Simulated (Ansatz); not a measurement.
Write a Python script for Ansatz 0.2.0, Python API that makes a polarisability from point charges of C2H5FGe, SMILES FC=[CH][GeH3]. Level of theory (for the species named): Hartree-Fock, def2-SVPD basis, multiplicity 1.

```xyz
9

F    -0.6813    2.5406    0.7504
C    -0.3464    1.4886    0.0320
C    -0.2461    0.3157    0.6300
Ge    0.4077   -1.2383   -0.3387
H    -0.1395    1.5821   -1.0469
H    -0.4170    0.2428    1.7049
H     1.6759   -1.7978    0.2755
H    -0.7345   -2.3125   -0.2426
H     0.5698   -0.8675   -1.7818
```

`field_c2h5fge.py`:
```python
"""Response of C2H5FGe to a pair of distant point charges."""

import logging
import sys

import ansatz
from ase import Atoms
import numpy as np

logging.basicConfig(stream=sys.stdout, format="%(levelname)s:%(name)s:%(message)s")
log = logging.getLogger("run")
log.setLevel(logging.INFO)

atoms = Atoms(["F", "C", "C", "Ge", "H", "H", "H", "H", "H"], positions=[
    (-0.6813, 2.5406, 0.7504),
    (-0.3464, 1.4886, 0.032),
    (-0.2461, 0.3157, 0.63),
    (0.4077, -1.2383, -0.3387),
    (-0.1395, 1.5821, -1.0469),
    (-0.417, 0.2428, 1.7049),
    (1.6759, -1.7978, 0.2755),
    (-0.7345, -2.3125, -0.2426),
    (0.5698, -0.8675, -1.7818),
])
molecule = ansatz.Crystal.molecule_from_ase(atoms)

model = (
    molecule.calculation()
    .basis(gaussian="def2-SVPD")  # the orbital basis, by name
    .functional("hf")
    .forces()
)
# charges +q and -q at -R and +R make a nearly even field 2 k q / R^2 at the centre
centre = np.mean([site.position_ang for site in molecule.cartesian_sites], axis=0)
field = 2 * 14.399645 * 3.0 / 30.0 ** 2


def dipole(axis, sign):
    arm = 30.0 * np.eye(3)[axis]
    pair = [{"charge": sign * 3.0, "position_ang": (centre - arm).tolist()}, {"charge": -sign * 3.0, "position_ang": (centre + arm).tolist()}]
    deck = model.input().set(ansatz.key.basis.gaussian.point_charges, pair)
    return np.array(ansatz.Session.from_dict(deck).plan().execute().report["charge_distribution"]["dipole_moment_e_ang"])


log.info(f"field {field:.4f} V/A")
alpha = np.array([(dipole(axis, 1) - dipole(axis, -1)) / (2 * field) * 14.399645 for axis in range(3)])
log.info("polarisability tensor (A^3)")
print(np.array2string(alpha, precision=3, suppress_small=True))
log.info(f"mean {np.trace(alpha) / 3:.3f} A^3 = {np.trace(alpha) / 3 / 0.14818471:.2f} bohr^3")
```

`python field_c2h5fge.py` gives:
```text
INFO:run:field 0.0960 V/A
INFO:run:polarisability tensor (A^3)
[[ 6.801 -0.617 -0.149]
 [-0.617  9.897 -0.146]
 [-0.156 -0.153  7.356]]
INFO:run:mean 8.018 A^3 = 54.11 bohr^3
```

The geometry is a force-field or estimated start, not a minimum of this method, and the basis set is short of its limit. The field of two point charges is only nearly even. Hardware and time: 22 s on 1 thread of Arm Neoverse V2, on a shared host, peak memory 0.39 GiB.
